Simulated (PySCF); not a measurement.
# C4H11BrSi: a tour of settings

Aim: see how C4H11BrSi (`CC[C@@H](C)[SiH2]Br`) answers to the choice of functional, basis, grid and SCF options.

Programs: PySCF 2.14.0, with density-fitted response routines of our own. Each step states its level of theory. These are calculated values for one molecule, in the gas phase or a continuum, unless marked as measured. Atoms are numbered from 0 throughout.

## 1. The molecule as given

17 atoms, charge 0, multiplicity 1; geometry from: GFN2-xTB.

Bonds of the start (Å): C0–C1 1.52, C1–C2 1.53, C2–C3 1.53, C2–Si4 1.90, Si4–Br5 2.22, C0–H6 1.09, C0–H7 1.09, C0–H8 1.09, C1–H9 1.09, C1–H10 1.09, C2–H11 1.10, C3–H12 1.09, C3–H13 1.09, C3–H14 1.09, Si4–H15 1.46, Si4–H16 1.46.

## 2. NMR shieldings: PBE0/pcSseg-1

Job settings and geometry (Å):

```
{"job": {"kind": "nmr", "xc": "PBE0", "basis": "pcSseg-1"}, "charge": 0, "multiplicity": 1}
C     -1.991530    -0.602023     0.225375
C     -0.971542     0.528760     0.258062
C      0.315281     0.209132    -0.509238
C      1.234359     1.432146    -0.514430
Si     1.250408    -1.307513     0.161071
Br     1.445126    -1.081274     2.361443
H     -2.922646    -0.281076     0.686592
H     -1.631898    -1.472185     0.771587
H     -2.202970    -0.900238    -0.800370
H     -1.422142     1.424673    -0.180097
H     -0.727720     0.765552     1.297498
H      0.038986    -0.007716    -1.548124
H      2.129715     1.251512    -1.107253
H      1.540696     1.690319     0.498636
H      0.719185     2.293854    -0.937303
H      2.620156    -1.352699    -0.335769
H      0.569539    -2.579194    -0.038666
```

With the program's defaults for keys left out, this is: GIAO PBE0/pcSseg-1 NMR shielding, non-relativistic, gas phase.

On the command line:

```sh
$ OMP_NUM_THREADS=1 python probes_run.py task.json out
```

One launch serves the whole session: the jobs run in the order shown.

Standard output:

```text
coarse grid: 61656 points
cycle   1  E = -3021.7722249683  dE = -8.679e-01  |g| = 7.726e-01  |ddm| = 3.598e+00
cycle   2  E = -3021.7674473003  dE =  4.778e-03  |g| = 5.290e-01  |ddm| = 7.829e-01
cycle   3  E = -3021.8165787502  dE = -4.913e-02  |g| = 1.557e-01  |ddm| = 5.481e-01
cycle   4  E = -3021.8227649931  dE = -6.186e-03  |g| = 3.240e-02  |ddm| = 1.667e-01
cycle   5  E = -3021.8229698266  dE = -2.048e-04  |g| = 8.353e-03  |ddm| = 3.504e-02
cycle   6  E = -3021.8229866896  dE = -1.686e-05  |g| = 1.248e-03  |ddm| = 7.793e-03
cycle   7  E = -3021.8229868986  dE = -2.090e-07  |g| = 3.944e-04  |ddm| = 1.494e-03
final grid: 128928 points
cycle   8  E = -3021.8229839472  dE = -8.382e-08  |g| = 4.735e-04  |ddm| = 2.292e-03
cycle   9  E = -3021.8229839349  dE =  1.232e-08  |g| = 5.563e-04  |ddm| = 1.031e-03
cycle  10  E = -3021.8229839859  dE = -5.100e-08  |g| = 3.275e-05  |ddm| = 5.119e-04
cycle  11  E = -3021.8229839862  dE = -2.578e-10  |g| = 9.498e-06  |ddm| = 4.385e-05
converged SCF energy = -3021.8229839862

GIAO shielding tensors (ppm)
atom      isotropic    diamagn.    paramagn.     s11        s22        s33       span
  0 C      170.186     247.713     -77.527    159.243    165.705    185.610     26.367
  1 C      157.006     247.821     -90.814    140.931    154.304    175.784     34.854
  2 C      159.714     251.937     -92.223    149.917    158.646    170.579     20.662
  3 C      167.638     246.651     -79.013    148.167    165.465    189.281     41.114
  4 Si     355.339     878.693    -523.354    291.654    373.138    401.226    109.573
  5 Br    2884.642    3125.946    -241.304   2825.069   2897.317   2931.540    106.471
  6 H       30.455      28.730       1.726     25.781     27.084     38.502     12.721
  7 H       30.538      30.573      -0.035     25.080     31.753     34.781      9.701
  8 H       30.900      30.480       0.420     26.712     28.634     37.354     10.642
  9 H       30.241      32.035      -1.794     24.627     29.702     36.395     11.767
 10 H       29.915      32.415      -2.501     26.558     30.301     32.885      6.327
 11 H       30.823      33.154      -2.331     26.519     29.277     36.674     10.155
 12 H       30.531      29.657       0.874     25.528     27.807     38.257     12.729
 13 H       30.388      30.331       0.057     25.421     30.879     34.864      9.444
 14 H       30.538      29.999       0.539     25.654     28.140     37.820     12.167
 15 H       26.685      28.713      -2.027     21.886     25.000     33.170     11.284
 16 H       26.319      28.973      -2.655     22.226     24.482     32.248     10.022
```

Wall time 44 s (1 thread of Arm Neoverse N1, shared host); peak memory 0.85 GiB.

Shifts follow as δ = σ(reference) − σ, with reference shieldings (ppm) from runs at the same level and on the same kind of geometry: ¹H TMS 31.72, ¹³C TMS 186.9, ²⁹Si TMS 349.2, ⁷⁹Br HBr 2622. The references are single molecules in the gas phase. Atoms listed in one row are averaged.

| atoms | environment | σ (ppm) | δ (ppm) | δ scaled to CDCl3 |
| --- | --- | --- | --- | --- |
| C1 | sp3 CH2 | 157.0 | 29.9 | 27.3 |
| C2 | sp3 CH bonded to Si | 159.7 | 27.2 | 24.6 |
| C3 | methyl carbon | 167.6 | 19.3 | 16.9 |
| C0 | methyl carbon | 170.2 | 16.7 | 14.4 |
| H16 | hydrogen on a silicon bonded to C, Br | 26.32 | 5.40 | – |
| H15 | hydrogen on a silicon bonded to C, Br | 26.69 | 5.03 | – |
| H10 | hydrogen on an sp3 CH2 | 29.91 | 1.80 | 1.80 |
| H9 | hydrogen on an sp3 CH2 | 30.24 | 1.48 | 1.50 |
| H12, H13, H14 | hydrogen on a methyl carbon | 30.49 | 1.23 | 1.27 |
| H6, H7, H8 | hydrogen on a methyl carbon | 30.63 | 1.09 | 1.13 |
| H11 | hydrogen on an sp3 CH bonded to Si | 30.82 | 0.89 | 0.95 |
| Si4 | silicon bonded to C, Br, 2 H | 355.3 | -6.2 | – |
| Br5 | bromine bonded to Si | 2885 | -263 | – |

The scaled column applies a straight-line fit of computed shieldings to shifts measured in CDCl3, with any fitted terms for Cl, Br or S neighbours (root-mean-square error 0.16 ppm for H, 1.9 ppm for C).

Charges from the same density, by scheme (e):

| atoms | Mulliken | IAO | Hirshfeld | ESP fit |
| --- | --- | --- | --- | --- |
| C0 | -0.27 | -0.42 | -0.12 | -0.31 |
| C1 | -0.24 | -0.24 | -0.07 | -0.05 |
| C2 | -0.59 | -0.37 | -0.10 | 0.20 |
| C3 | -0.22 | -0.41 | -0.12 | -0.62 |
| Si4 | 0.71 | 0.71 | 0.33 | 0.07 |
| Br5 | -0.38 | -0.28 | -0.11 | -0.15 |

Mayer bond orders: C0–C1 1.06, C1–C2 1.00, C2–C3 1.04, C2–Si4 0.89, Si4–Br5 0.90.

## 3. TDDFT and polarisability: PBE0/def2-SVPD

Same as in step 2 but for these lines:

```diff
@@ -1,2 +1,2 @@
-{"job": {"kind": "nmr", "xc": "PBE0", "basis": "pcSseg-1"}, "charge": 0, "multiplicity": 1}
+{"job": {"kind": "uv", "xc": "PBE0", "basis": "def2-SVPD", "nstates": 6, "ntriplets": 2}, "charge": 0, "multiplicity": 1}
 C     -1.991530    -0.602023     0.225375
```

With the program's defaults for keys left out, this is: TDDFT PBE0/def2-SVPD, vertical, gas phase, core orbitals frozen in the response.

Standard output:

```text
coarse grid: 61656 points
cycle   1  E = -3021.5855139568  dE = -7.716e-01  |g| = 3.873e-01  |ddm| = 5.498e+00
cycle   2  E = -3021.5769512101  dE =  8.563e-03  |g| = 4.249e-01  |ddm| = 1.328e+00
cycle   3  E = -3021.6269392496  dE = -4.999e-02  |g| = 4.564e-02  |ddm| = 6.671e-01
cycle   4  E = -3021.6273437808  dE = -4.045e-04  |g| = 1.937e-02  |ddm| = 1.096e-01
cycle   5  E = -3021.6274390809  dE = -9.530e-05  |g| = 5.372e-03  |ddm| = 3.710e-02
cycle   6  E = -3021.6274448494  dE = -5.768e-06  |g| = 7.691e-04  |ddm| = 8.513e-03
final grid: 128928 points
cycle   7  E = -3021.6274315098  dE = -1.698e-07  |g| = 8.402e-04  |ddm| = 1.392e-02
cycle   8  E = -3021.6274314421  dE =  6.770e-08  |g| = 9.824e-04  |ddm| = 3.337e-03
cycle   9  E = -3021.6274316850  dE = -2.429e-07  |g| = 5.120e-05  |ddm| = 1.724e-03
cycle  10  E = -3021.6274316858  dE = -7.772e-10  |g| = 1.431e-05  |ddm| = 1.100e-04
converged SCF energy = -3021.6274316858

Static polarisability (au): isotropic 95.630, principal 90.011 94.333 102.547

Singlet excitations
state   eV       nm        f      main configurations
  1   6.5572    189.1   0.01040   H->L 0.98
  2   6.6959    185.2   0.01843   H-1->L 0.98
  3   7.4710    166.0   0.01525   H->L+1 0.96
  4   7.5393    164.5   0.01409   H-2->L 0.94
  5   7.6581    161.9   0.00097   H-1->L+1 0.93
  6   7.9761    155.4   0.00394   H-1->L+2 0.65, H->L+2 0.20

Triplet excitations (Tamm-Dancoff, eV): 6.2328 6.3304
```

Wall time 70 s (1 thread of Arm Neoverse N1, shared host); peak memory 0.9 GiB.

The orbitals next to the gap, with their largest atomic shares:

| orbital | eV | atoms |
| --- | --- | --- |
| HOMO−3 | -9.37 | C2 21 %, C1 21 %, C0 14 % |
| HOMO−2 | -8.89 | Br5 36 %, Si4 13 %, C2 13 % |
| HOMO−1 | -8.20 | Br5 77 %, Si4 12 %, H15 5 % |
| HOMO | -8.01 | Br5 49 %, C2 17 %, Si4 13 % |
| LUMO | -0.11 | Br5 34 %, Si4 31 %, H15 8 % |
| LUMO+1 | 0.51 | Si4 23 %, Br5 9 %, C3 8 % |
| LUMO+2 | 1.07 | Si4 27 %, Br5 27 %, H16 13 % |

With each of the 6 states as a Gaussian band of 0.4 eV half-width at 1/e, the curve within the window shown has maxima at 186 nm (ε 1,100), 165 nm (ε 1,300) L/(mol cm). Beyond the last state computed it falls off for lack of states. The curve at chosen wavelengths:

(nm, ε (L/mol/cm)): (150, 124), (152, 213), (155, 422), (157, 616), (159, 837), (162, 1138), (164, 1250), (166, 1259), (169, 1106), (171, 958), (173, 834), (176, 769), (178, 815), (180, 910), (182, 1019), (185, 1134), (187, 1146), (189, 1098), (192, 933), (194, 787), (196, 633), (199, 421), (201, 305), (203, 212), (206, 116), (208, 74)

Ground-state properties from the same run:

| property | computed |
| --- | --- |
| dipole moment (D) | 2.13 |
| polarisability (Å³) | 14.17 |
| HOMO–LUMO gap (eV) | 7.90 |
| −ε(HOMO) (eV) | 8.01 |

## 4. NMR shieldings: PW91/ANO-RCC-VDZP in methanol

Same as in step 3 but for these lines:

```diff
@@ -1,2 +1,2 @@
-{"job": {"kind": "uv", "xc": "PBE0", "basis": "def2-SVPD", "nstates": 6, "ntriplets": 2}, "charge": 0, "multiplicity": 1}
+{"job": {"kind": "nmr", "xc": "PW91", "basis": "ANO-RCC-VDZP", "solvent": "methanol", "pop": true, "scf": {"damp": 0.1}}, "charge": 0, "multiplicity": 1}
 C     -1.991530    -0.602023     0.225375
```

With the program's defaults for keys left out, this is: GIAO PW91/ANO-RCC-VDZP NMR shielding, non-relativistic, IEF-PCM methanol.

ANO-RCC is contracted for a relativistic Hamiltonian, so without one its core functions misfit and properties at heavier nuclei are off.

Standard output:

```text
damping 0.10 in the first 6 cycles
final grid: 128928 points
cycle   1  E = -3000.8160472500  dE =  1.846e-01  |g| = 6.169e-01  |ddm| = 5.317e+00
cycle   2  E = -3000.7403311075  dE =  7.572e-02  |g| = 7.987e-01  |ddm| = 1.821e+00
cycle   3  E = -3000.5925885478  dE =  1.477e-01  |g| = 1.105e+00  |ddm| = 2.296e+00
cycle   4  E = -3000.1637669326  dE =  4.288e-01  |g| = 1.607e+00  |ddm| = 3.751e+00
cycle   5  E = -2999.4696137616  dE =  6.942e-01  |g| = 2.347e+00  |ddm| = 4.678e+00
cycle   6  E = -2991.0609443685  dE =  8.409e+00  |g| = 4.434e+00  |ddm| = 1.707e+01
cycle   7  E = -2949.5449135051  dE =  4.152e+01  |g| = 1.136e+01  |ddm| = 1.934e+01
cycle   8  E = -2995.4386050733  dE = -4.589e+01  |g| = 4.406e+00  |ddm| = 9.446e+00
cycle   9  E = -3000.1476528910  dE = -4.709e+00  |g| = 1.613e+00  |ddm| = 5.346e+00
cycle  10  E = -3000.6367305629  dE = -4.891e-01  |g| = 9.783e-01  |ddm| = 2.086e+00
cycle  11  E = -3000.8880440401  dE = -2.513e-01  |g| = 3.206e-01  |ddm| = 1.075e+00
cycle  12  E = -3000.9116494529  dE = -2.361e-02  |g| = 1.631e-01  |ddm| = 4.960e-01
cycle  13  E = -3000.9191968278  dE = -7.547e-03  |g| = 3.462e-02  |ddm| = 2.088e-01
cycle  14  E = -3000.9194763998  dE = -2.796e-04  |g| = 1.158e-02  |ddm| = 4.983e-02
cycle  15  E = -3000.9195082708  dE = -3.187e-05  |g| = 4.619e-03  |ddm| = 1.798e-02
cycle  16  E = -3000.9195152069  dE = -6.936e-06  |g| = 5.730e-04  |ddm| = 6.181e-03
cycle  17  E = -3000.9195152849  dE = -7.801e-08  |g| = 2.055e-04  |ddm| = 7.069e-04
cycle  18  E = -3000.9195152957  dE = -1.083e-08  |g| = 2.910e-05  |ddm| = 2.315e-04
cycle  19  E = -3000.9195152959  dE = -2.187e-10  |g| = 8.912e-06  |ddm| = 4.362e-05
converged SCF energy = -3000.9195152959

GIAO shielding tensors (ppm)
atom      isotropic    diamagn.    paramagn.     s11        s22        s33       span
  0 C      170.927     239.461     -68.534    159.782    166.619    186.381     26.599
  1 C      154.325     240.251     -85.926    137.486    151.110    174.380     36.895
  2 C      154.387     240.840     -86.453    146.494    152.241    164.427     17.933
  3 C      167.226     237.999     -70.772    146.756    165.201    189.722     42.965
  4 Si     401.598     888.390    -486.792    335.850    418.025    450.919    115.069
  5 Br    2975.761    3226.185    -250.424   2879.582   2988.822   3058.879    179.296
  6 H       30.420      28.268       2.152     26.003     27.401     37.857     11.854
  7 H       30.743      31.332      -0.589     25.655     31.961     34.614      8.959
  8 H       30.863      30.443       0.420     27.103     28.667     36.818      9.715
  9 H       29.985      30.967      -0.982     24.736     29.756     35.465     10.729
 10 H       29.847      32.346      -2.499     26.918     30.441     32.181      5.264
 11 H       30.100      31.618      -1.518     25.945     28.898     35.456      9.511
 12 H       30.424      29.057       1.368     25.645     27.971     37.657     12.012
 13 H       30.552      30.414       0.139     25.925     31.115     34.616      8.691
 14 H       30.516      29.486       1.030     26.071     28.272     37.206     11.134
 15 H       26.530      29.768      -3.238     22.002     24.891     32.697     10.695
 16 H       26.066      30.624      -4.558     22.278     24.349     31.572      9.295
```

Run time: 92 s. Hardware: 1 thread of Arm Neoverse N1, shared host; peak memory 0.85 GiB.

In short: σ C1 154.3, C2 154.4, C3 167.2, C0 170.9, H16 26.07, H15 26.53 ppm.

## 5. TDDFT and polarisability: PBE0/6-311G** in water

Same as in step 4 but for these lines:

```diff
@@ -1,2 +1,2 @@
-{"job": {"kind": "nmr", "xc": "PW91", "basis": "ANO-RCC-VDZP", "solvent": "methanol", "pop": true, "scf": {"damp": 0.1}}, "charge": 0, "multiplicity": 1}
+{"job": {"kind": "uv", "xc": "PBE0", "basis": "6-311G**", "solvent": "water", "nstates": 6, "ntriplets": 0, "tda": true, "scf": {"damp": 0.3}}, "charge": 0, "multiplicity": 1}
 C     -1.991530    -0.602023     0.225375
```

With the program's defaults for keys left out, this is: TDA PBE0/6-311G**, vertical, IEF-PCM water (non-equilibrium linear response), core orbitals frozen in the response.

Standard output:

```text
damping 0.30 in the first 6 cycles
final grid: 128928 points
cycle   1  E = -3022.0758585620  dE = -3.218e+00  |g| = 1.845e+00  |ddm| = 3.059e+00
cycle   2  E = -3022.1268832445  dE = -5.102e-02  |g| = 4.641e-01  |ddm| = 5.022e-01
cycle   3  E = -3022.1361691468  dE = -9.286e-03  |g| = 1.821e-01  |ddm| = 2.585e-01
cycle   4  E = -3022.1386806490  dE = -2.512e-03  |g| = 7.859e-02  |ddm| = 1.526e-01
cycle   5  E = -3022.1394743737  dE = -7.937e-04  |g| = 4.511e-02  |ddm| = 9.007e-02
cycle   6  E = -3022.1391498276  dE =  3.245e-04  |g| = 5.700e-02  |ddm| = 8.003e-02
cycle   7  E = -3022.1385714731  dE =  5.784e-04  |g| = 7.497e-02  |ddm| = 1.048e-01
cycle   8  E = -3022.1399255107  dE = -1.354e-03  |g| = 2.338e-03  |ddm| = 5.976e-02
cycle   9  E = -3022.1399266223  dE = -1.112e-06  |g| = 1.285e-04  |ddm| = 1.444e-03
cycle  10  E = -3022.1399266255  dE = -3.252e-09  |g| = 5.846e-05  |ddm| = 1.166e-04
cycle  11  E = -3022.1399266262  dE = -6.589e-10  |g| = 7.037e-06  |ddm| = 4.753e-05
converged SCF energy = -3022.1399266262

Static polarisability (au): isotropic 114.817, principal 108.673 112.657 123.121

Singlet excitations
state   eV       nm        f      main configurations
  1   6.7103    184.8   0.00439   H->L 0.99
  2   6.9833    177.5   0.01440   H-1->L 0.99
  3   7.6757    161.5   0.02254   H-2->L 0.95
  4   8.0569    153.9   0.01564   H->L+1 0.74, H-3->L 0.17
  5   8.1282    152.5   0.03257   H-3->L 0.80, H->L+1 0.15
  6   8.2340    150.6   0.00116   H-1->L+1 0.84, H-1->L+2 0.09
```

It took 48 s on 1 thread of Arm Neoverse N1, shared host; peak memory 0.93 GiB.

This run: HOMO -7.95 eV, LUMO 0.12 eV; lowest singlet 6.71 eV.

## 6. NMR shieldings: PBE0/def2-SVP

Same as in step 5 but for these lines:

```diff
@@ -1,2 +1,2 @@
-{"job": {"kind": "uv", "xc": "PBE0", "basis": "6-311G**", "solvent": "water", "nstates": 6, "ntriplets": 0, "tda": true, "scf": {"damp": 0.3}}, "charge": 0, "multiplicity": 1}
+{"job": {"kind": "nmr", "xc": "PBE0", "basis": "def2-SVP", "pop": false, "scf": {"aux": "def2-universal-jkfit"}}, "charge": 0, "multiplicity": 1}
 C     -1.991530    -0.602023     0.225375
```

With the program's defaults for keys left out, this is: GIAO PBE0/def2-SVP NMR shielding, non-relativistic, gas phase.

Standard output:

```text
final grid: 128928 points
cycle   1  E = -3021.5724164349  dE = -7.617e-01  |g| = 3.756e-01  |ddm| = 3.897e+00
cycle   2  E = -3021.5661658084  dE =  6.251e-03  |g| = 4.093e-01  |ddm| = 9.153e-01
cycle   3  E = -3021.6130240169  dE = -4.686e-02  |g| = 3.833e-02  |ddm| = 4.867e-01
cycle   4  E = -3021.6132885625  dE = -2.645e-04  |g| = 1.824e-02  |ddm| = 6.267e-02
cycle   5  E = -3021.6133735306  dE = -8.497e-05  |g| = 4.541e-03  |ddm| = 2.377e-02
cycle   6  E = -3021.6133776457  dE = -4.115e-06  |g| = 6.481e-04  |ddm| = 4.570e-03
cycle   7  E = -3021.6133777355  dE = -8.978e-08  |g| = 1.986e-04  |ddm| = 9.111e-04
cycle   8  E = -3021.6133777463  dE = -1.073e-08  |g| = 3.527e-05  |ddm| = 2.736e-04
cycle   9  E = -3021.6133777466  dE = -3.665e-10  |g| = 5.196e-06  |ddm| = 4.960e-05
converged SCF energy = -3021.6133777466

GIAO shielding tensors (ppm)
atom      isotropic    diamagn.    paramagn.     s11        s22        s33       span
  0 C      180.874     245.562     -64.688    170.890    177.321    194.410     23.520
  1 C      168.002     245.849     -77.847    153.452    164.741    185.813     32.361
  2 C      171.196     247.567     -76.371    161.939    170.032    181.616     19.677
  3 C      177.405     244.341     -66.936    159.479    175.912    196.822     37.343
  4 Si     417.486     880.392    -462.906    355.332    430.010    467.118    111.785
  5 Br    2917.730    3124.703    -206.973   2878.610   2914.174   2960.405     81.796
  6 H       30.747      28.500       2.247     26.169     27.465     38.607     12.438
  7 H       30.755      31.243      -0.489     25.353     32.011     34.900      9.546
  8 H       31.122      30.773       0.350     26.986     28.954     37.427     10.441
  9 H       30.397      31.764      -1.367     24.798     29.892     36.500     11.701
 10 H       30.112      32.808      -2.696     26.791     30.443     33.101      6.310
 11 H       30.898      32.842      -1.944     26.505     29.484     36.705     10.200
 12 H       30.765      29.716       1.049     25.807     28.168     38.320     12.513
 13 H       30.638      30.771      -0.133     25.796     31.137     34.979      9.183
 14 H       30.770      30.056       0.714     25.998     28.434     37.878     11.881
 15 H       26.701      29.465      -2.764     22.022     24.966     33.114     11.092
 16 H       26.358      30.069      -3.711     22.374     24.466     32.234      9.860
```

Wall time 31 s (1 thread of Arm Neoverse N1, shared host); peak memory 0.79 GiB.

Key values: δ C1 28.2, C2 25.0, C3 18.8, C0 15.3, H16 5.45, H15 5.11 ppm.

## 7. Run by run: NMR shifts

Isotropic shieldings (ppm) of some atoms, chosen among heavy atoms and hydrogens apart, with basis size and wall time:

| run | C1 | C2 | C0 | H9 | H11 | Si4 | Br5 | functions | time |
| --- | --- | --- | --- | --- | --- | --- | --- | --- | --- |
| PBE0/pcSseg-1 | 157.0 | 159.7 | 170.2 | 30.24 | 30.82 | 355.3 | 2885 | 188 | 44 s |
| PW91/ANO-RCC-VDZP in methanol | 154.3 | 154.4 | 170.9 | 29.99 | 30.10 | 401.6 | 2976 | 156 | 92 s |
| PBE0/def2-SVP | 168.0 | 171.2 | 180.9 | 30.40 | 30.90 | 417.5 | 2918 | 161 | 31 s |

## 8. Side by side: electronic excitations

Excitations and ground-state properties, with basis size and wall time:

| run | lowest singlet (eV) | brightest (eV) | f | gap (eV) | α (Å³) | μ (D) | functions | time |
| --- | --- | --- | --- | --- | --- | --- | --- | --- |
| PBE0/def2-SVPD | 6.56 | 6.70 | 0.018 | 7.90 | 14.17 | 2.13 | 233 | 70 s |
| PBE0/6-311G** in water | 6.71 | 8.13 | 0.033 | 8.08 | 17.01 | 3.05 | 208 | 48 s |

## 9. Summary of results

| quantity | value |
| --- | --- |
| ¹³C shifts against TMS (PBE0/pcSseg-1) | 29.9, 27.2, 19.3, 16.7 ppm |
| ¹H shifts against TMS (PBE0/pcSseg-1, means over atoms taken as alike) | 5.40, 5.03, 1.80, 1.48, 1.23, 1.09, 0.89 ppm |
| ²⁹Si shifts against TMS (PBE0/pcSseg-1) | -6.2 ppm |
| ⁷⁹Br shifts against HBr (PBE0/pcSseg-1) | -263 ppm |
| lowest singlet (PBE0/def2-SVPD) | 6.56 eV (189 nm), f = 0.010 |
| brightest single state of those computed | state 2, 6.70 eV, f = 0.018 |
| lowest triplet | 6.23 eV |
| range of the shielding of Br5 | 2885 to 2976 ppm |
| range of the lowest singlet | 6.56 to 6.71 eV |

In words: Single values in the summary come from the first sound run of each kind (PBE0/pcSseg-1; PBE0/def2-SVPD), which need not be the best level. The first singlet state (HOMO→LUMO 0.98) lies at 6.56 eV and is weak; of the 6 states computed, the strongest absorption comes from state 2 at 6.70 eV. The lowest triplet lies 0.32 eV below the lowest singlet (triplets in Tamm-Dancoff, singlets in full TDDFT). In ppm, Br5 moves most: its shielding spreads over 91 ppm, from 2885 (PBE0/pcSseg-1) to 2976 (PW91/ANO-RCC-VDZP in methanol). The lowest singlet runs from 6.56 eV (PBE0/def2-SVPD) to 6.71 eV (PBE0/6-311G** in water), while the orbital gap spans 7.90 to 8.08 eV. Some runs use the Tamm-Dancoff approximation and others full TDDFT, which shifts states apart from functional and basis. The lowest state need not be the same one in every run. Spin-orbit coupling is left out, which matters for shieldings and couplings at and beside the heavy atoms.
